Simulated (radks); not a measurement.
**Polarisabilities and dispersion coefficients of Ni, Cu⁺, Zn²⁺ and others**

Aim: static dipole polarisabilities and C6 coefficients, each species in its NIST ground configuration. After each ground state the linear response is solved; its values go to the run's result record, not to the log. Response by self-consistent Sternheimer equations with the Hartree and adiabatic LDA kernel, the relativistic mass of each level held fixed and spin-orbit coupling left out.

Program: radks (a radial shooting solver on a logarithmic mesh, Libxc functionals) version 1. Level of theory: scalar-relativistic Kohn-Sham, PBE, spin-unpolarised, spherical densities, finite nucleus. These are calculated values, not measurements, unless marked.

## 1. The atom as given

```
species : Ni ([Ar] 3d8 4s2), Cu⁺ ([Ar] 3d10), Zn²⁺ ([Ar] 3d10), Ga³⁺ ([Ar] 3d10), Ge⁴⁺ ([Ar] 3d10), As⁵⁺ ([Ar] 3d10), Se⁶⁺ ([Ar] 3d10), Br⁷⁺ ([Ar] 3d10), Kr⁸⁺ ([Ar] 3d10)
```

In the logs a row gives level, spin channel, occupation and eigenvalue; Etot, Ekin, Encl (electron-nucleus), Eh (Hartree) and Exc are energies, all in hartree; err is the last residual, it the number of iterations.

## 2. Ni, [Ar] 3d8 4s2

The run's settings:

```text
Z 28
configuration [Ar] 3d8 4s2
relativity scalar-relativistic
functional pbe,pbe
spin unpolarised
nucleus finite rms 3.7757 fm
c 137.035999084
response adiabatic LDA kernel
```

Output:

```text
1s      1   2.0000        -301.79051856
2s      1   2.0000         -36.08142515
2p      1   6.0000         -31.04154751
3s      1   2.0000          -4.08132197
3p      1   6.0000          -2.62346436
3d      1   8.0000          -0.32612065
4s      1   2.0000          -0.20737656
Etot -1520.531269040241
Ekin 1541.6371982692094
Encl -3649.4370245666564
Eh 650.4955968079441
Exc -63.22703955073817
err 4.124794834193913e-09
it 16
```

Highest occupied level: 4s at -5.643 eV. The response step gives α = 45.58 bohr³ (81.95 without the induced potential) and C6 = 361.7 hartree bohr⁶.

Sizes of the orbitals, from the radial functions (bohr):

| level | occupation | energy (eV) | <r> | outermost maximum (interpolated) | 90 % within | nodes |
| --- | --- | --- | --- | --- | --- | --- |
| 1s | 2 | -8212.1 | 0.05409 | 0.0354 | 0.0966 | 0 |
| 2s | 2 | -981.83 | 0.2449 | 0.205 | 0.379 | 1 |
| 2p | 6 | -844.68 | 0.2153 | 0.165 | 0.352 | 0 |
| 3s | 2 | -111.06 | 0.7400 | 0.639 | 1.11 | 2 |
| 3p | 6 | -71.388 | 0.7785 | 0.647 | 1.20 | 1 |
| 3d | 8 | -8.874 | 1.011 | 0.630 | 1.79 | 0 |
| 4s | 2 | -5.643 | 2.807 | 2.24 | 4.33 | 3 |

The radial density on a logarithmic grid:

| r (bohr) | 4πr²ρ (e/bohr) |
| --- | --- |
| 0.00206 | 0.8080 |
| 0.00309 | 1.695 |
| 0.00465 | 3.452 |
| 0.00699 | 6.729 |
| 0.0105 | 12.28 |
| 0.0159 | 20.50 |
| 0.0240 | 29.25 |
| 0.0361 | 33.97 |
| 0.0542 | 30.99 |
| 0.0815 | 26.79 |
| 0.123 | 32.87 |
| 0.184 | 38.13 |
| 0.277 | 24.52 |
| 0.417 | 16.11 |
| 0.627 | 20.45 |
| 0.943 | 13.10 |
| 1.43 | 4.246 |
| 2.15 | 1.618 |
| 3.23 | 0.6591 |
| 4.86 | 0.1312 |
| 7.31 | 0.007951 |

## 3. Cu⁺, [Ar] 3d10

The run's settings:

```text
Z 29
configuration [Ar] 3d10
relativity scalar-relativistic
functional pbe,pbe
spin unpolarised
nucleus finite rms 3.8823 fm
c 137.035999084
response adiabatic LDA kernel
```

Output:

```text
1s      1   2.0000        -325.58875093
2s      1   2.0000         -39.35260842
2p      1   6.0000         -34.00681267
3s      1   2.0000          -4.53196153
3p      1   6.0000          -2.96913314
3d      1  10.0000          -0.50194318
Etot -1654.5423924606146
Ekin 1679.1480278006352
Encl -3975.200810763731
Eh 708.8911061952947
Exc -67.38071569281334
err 2.2023738683871206e-10
it 18
```

3d is the highest filled level (-13.659 eV). The response step gives α = 8.481 bohr³ (11.55 without the induced potential) and C6 = 28.93 hartree bohr⁶.

## 4. Zn²⁺, [Ar] 3d10

The run's settings:

```text
Z 30
configuration [Ar] 3d10
relativity scalar-relativistic
functional pbe,pbe
spin unpolarised
nucleus finite rms 3.9283 fm
c 137.035999084
response adiabatic LDA kernel
```

Output:

```text
1s      1   2.0000        -350.83382865
2s      1   2.0000         -43.32171531
2p      1   6.0000         -37.65310432
3s      1   2.0000          -5.51650916
3p      1   6.0000          -3.83325497
3d      1  10.0000          -1.13393969
Etot -1794.9688254331138
Ekin 1823.5582043110528
Encl -4304.125619973873
Eh 756.6760061585721
Exc -71.0774159288658
err 3.4768613787871786e-09
it 16
```

3d is the highest filled level (-30.856 eV). The response step gives α = 3.052 bohr³ (3.889 without the induced potential) and C6 = 8.231 hartree bohr⁶.

## 5. Ga³⁺, [Ar] 3d10

The run's settings:

```text
Z 31
configuration [Ar] 3d10
relativity scalar-relativistic
functional pbe,pbe
spin unpolarised
nucleus finite rms 3.9973 fm
c 137.035999084
response adiabatic LDA kernel
```

Output:

```text
1s      1   2.0000        -377.19458881
2s      1   2.0000         -47.61758747
2p      1   6.0000         -41.61226516
3s      1   2.0000          -6.67968432
3p      1   6.0000          -4.86902280
3d      1  10.0000          -1.92878255
Etot -1941.79252317461
Ekin 1974.8409139498804
Encl -4644.975950404621
Eh 803.0637946632291
Exc -74.72128138309904
err 4.210437587122343e-09
it 16
```

3d is the highest filled level (-52.485 eV). The response step gives α = 1.507 bohr³ (1.855 without the induced potential) and C6 = 3.374 hartree bohr⁶.

## 6. Ge⁴⁺, [Ar] 3d10

The run's settings:

```text
Z 32
configuration [Ar] 3d10
relativity scalar-relativistic
functional pbe,pbe
spin unpolarised
nucleus finite rms 4.0742 fm
c 137.035999084
response adiabatic LDA kernel
```

Output:

```text
1s      1   2.0000        -404.65764497
2s      1   2.0000         -52.22127491
2p      1   6.0000         -45.86474389
3s      1   2.0000          -7.99836039
3p      1   6.0000          -6.05406979
3d      1  10.0000          -2.86776186
Etot -2094.997843665576
Ekin 2133.0168680075167
Encl -4998.276973903895
Eh 848.5944656602994
Exc -78.33220342949707
err 4.3021390294870833e-10
it 16
```

3d is the highest filled level (-78.036 eV). The response step gives α = 0.8781 bohr³ (1.059 without the induced potential) and C6 = 1.679 hartree bohr⁶.

## 7. As⁵⁺, [Ar] 3d10

The run's settings:

```text
Z 33
configuration [Ar] 3d10
relativity scalar-relativistic
functional pbe,pbe
spin unpolarised
nucleus finite rms 4.0968 fm
c 137.035999084
response adiabatic LDA kernel
```

Output:

```text
1s      1   2.0000        -433.21850339
2s      1   2.0000         -57.12273171
2p      1   6.0000         -50.39976987
3s      1   2.0000          -9.46002179
3p      1   6.0000          -7.37642197
3d      1  10.0000          -3.94054729
Etot -2254.583808232771
Ekin 2298.1247869556055
Encl -5364.35080165842
Eh 893.5647478229822
Exc -81.92254135293854
err 8.409151842929271e-10
it 16
```

The top filled level is 3d, -107.23 eV. The response step gives α = 0.5668 bohr³ (0.6737 without the induced potential) and C6 = 0.9419 hartree bohr⁶.

## 8. Se⁶⁺, [Ar] 3d10

The run's settings:

```text
Z 34
configuration [Ar] 3d10
relativity scalar-relativistic
functional pbe,pbe
spin unpolarised
nucleus finite rms 4.14 fm
c 137.035999084
response adiabatic LDA kernel
```

Output:

```text
1s      1   2.0000        -462.87666069
2s      1   2.0000         -62.31641824
2p      1   6.0000         -55.21101700
3s      1   2.0000         -11.05740707
3p      1   6.0000          -8.82914713
3d      1  10.0000          -5.14094117
Etot -2420.5569034497134
Ekin 2470.211128376589
Encl -5743.4195711705925
Eh 938.1517167223676
Exc -85.50017737807735
err 2.0044249620457968e-10
it 16
```

Highest occupied level: 3d at -139.89 eV. The response step gives α = 0.3916 bohr³ (0.4607 without the induced potential) and C6 = 0.5733 hartree bohr⁶.

## 9. Br⁷⁺, [Ar] 3d10

The run's settings:

```text
Z 35
configuration [Ar] 3d10
relativity scalar-relativistic
functional pbe,pbe
spin unpolarised
nucleus finite rms 4.1629 fm
c 137.035999084
response adiabatic LDA kernel
```

Output:

```text
1s      1   2.0000        -493.63435114
2s      1   2.0000         -67.79934634
2p      1   6.0000         -60.29458716
3s      1   2.0000         -12.78609157
3p      1   6.0000         -10.40797569
3d      1  10.0000          -6.46497466
Etot -2592.9297302395053
Ekin 2649.3324946986427
Encl -6135.660501570368
Eh 982.468668086022
Exc -89.07039145380176
err 5.6160615471470915e-09
it 15
```

The top filled level is 3d, -175.92 eV. The response step gives α = 0.2840 bohr³ (0.3313 without the induced potential) and C6 = 0.3700 hartree bohr⁶.

## 10. Kr⁸⁺, [Ar] 3d10

The run's settings:

```text
Z 36
configuration [Ar] 3d10
relativity scalar-relativistic
functional pbe,pbe
spin unpolarised
nucleus finite rms 4.1884 fm
c 137.035999084
response adiabatic LDA kernel
```

Output:

```text
1s      1   2.0000        -525.49507920
2s      1   2.0000         -73.57001282
2p      1   6.0000         -65.64800891
3s      1   2.0000         -14.64328457
3p      1   6.0000         -12.11015057
3d      1  10.0000          -7.90996943
Etot -2771.7181690102825
Ekin 2835.5498394135752
Encl -6541.223499828808
Eh 1026.5923610681523
Exc -92.6368696632027
err 4.681209715280585e-09
it 15
```

3d is the highest filled level (-215.24 eV). The response step gives α = 0.2135 bohr³ (0.2474 without the induced potential) and C6 = 0.2497 hartree bohr⁶.

## 11. All runs together

| species | −ε(HOMO) (eV) | α (bohr³) | α uncoupled (bohr³) | C6 (hartree bohr⁶) | C8 (hartree bohr⁸) | recommended α (bohr³) |
| --- | --- | --- | --- | --- | --- | --- |
| Ni | 5.643 | 45.58 | 81.95 | 361.7 | - | 49 |
| Cu⁺ | 13.659 | 8.481 | 11.55 | 28.93 | 644.5 | - |
| Zn²⁺ | 30.856 | 3.052 | 3.889 | 8.231 | 102.8 | - |
| Ga³⁺ | 52.485 | 1.507 | 1.855 | 3.374 | 29.01 | - |
| Ge⁴⁺ | 78.036 | 0.8781 | 1.059 | 1.679 | 10.98 | - |
| As⁵⁺ | 107.23 | 0.5668 | 0.6737 | 0.9419 | 4.960 | - |
| Se⁶⁺ | 139.89 | 0.3916 | 0.4607 | 0.5733 | 2.517 | - |
| Br⁷⁺ | 175.92 | 0.2840 | 0.3313 | 0.3700 | 1.387 | - |
| Kr⁸⁺ | 215.24 | 0.2135 | 0.2474 | 0.2497 | 0.8137 | - |

In words: Uncoupled leaves out the potential induced by the response; C6 and C8 are for like pairs. Ni is the most polarisable and Kr⁸⁺ the least, a factor 213 apart. For the pair Ni–Kr⁸⁺ the Casimir-Polder integral gives C6 = 4.011, the rule 2·Ca·Cb/(Ca·αb/αa + Cb·αa/αb) on the like-pair values 3.284. Against the recommended values (Schwerdtfeger and Nagle, 2023 table) the misses are Ni -7 %. C8 is given only where no p, d or f shell is open. For heavy and open-shell atoms this level can miss by tens of per cent.
